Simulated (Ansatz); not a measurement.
The system is NaBe2Se2.

```xyz
5
Lattice="3.6723 0.0000 0.0000 -1.8361 3.1803 0.0000 0.0000 0.0000 8.0112" Properties=species:S:1:pos:R:3 pbc="T T T"
Na    0.0000    0.0000    4.0056
Be    0.0000    2.1202    1.1728
Be    0.0000    2.1202    6.8384
Se    1.8362    1.0601    1.8307
Se    1.8362    1.0601    6.1804
```

The cell was built by a generator and needn't be a form met in nature.

| Item | Value |
| --- | --- |
| Program | Ansatz 0.2.0 |
| Task | relaxation of cell and atoms |
| Functional | PBEsol |
| Dispersion | D4 |
| Potentials or basis | Ansatz PAW |
| Cutoff | 420 eV (not typed: the program's choice for these potentials) |
| k mesh | 6 × 6 × 3 |
| Occupations | fermi-dirac, width 0.05 eV |
| Spin | no spin polarisation |

At the start: volume 18.71 Å³/atom.

Problem. Where does the relaxation end?

Solution. It ends after 6 steps and the volume is 17.81 Å³/atom (-4.8 %); space group P-6m2 (No. 187, to 0.05 Å).

Step by step:
| step | energy change (eV) | largest force (eV/Å) | volume (Å³) |
| --- | --- | --- | --- |
| 1 | 0.0000 | 0.0829 | 93.56 |
| 2 | -0.0335 | 0.1412 | 89.78 |
| 3 | -0.0363 | 0.0699 | 88.87 |
| 4 | -0.0370 | 0.0312 | 89.06 |
| 5 | -0.0372 | 0.0015 | 89.04 |
| 6 | -0.0369 | 0.0014 | 89.04 |

Final structure:
```cif
data_structure
_symmetry_space_group_name_H-M 'P 1'
_symmetry_Int_Tables_number 1
_cell_length_a 3.6240
_cell_length_b 3.6240
_cell_length_c 7.8283
_cell_angle_alpha 90.000
_cell_angle_beta 90.000
_cell_angle_gamma 120.000
_cell_volume 89.04
loop_
_atom_site_label
_atom_site_type_symbol
_atom_site_fract_x
_atom_site_fract_y
_atom_site_fract_z
_atom_site_occupancy
Na1 Na 0.00000 0.00000 0.50000 1
Be1 Be 0.33333 0.66667 0.14753 1
Be2 Be 0.33333 0.66667 0.85247 1
Se1 Se 0.66667 0.33333 0.22877 1
Se2 Se 0.66667 0.33333 0.77123 1
```

Caveat: the plane-wave basis is chosen anew once the cell has moved, so the energies of steps on either side of that aren't comparable; pairwise dispersion overbinds metals, which lowers pressure and volume; the PAW data sets come from PBE, with cores solved anew for the run's functional, which leaves a small shift of forces and pressure.
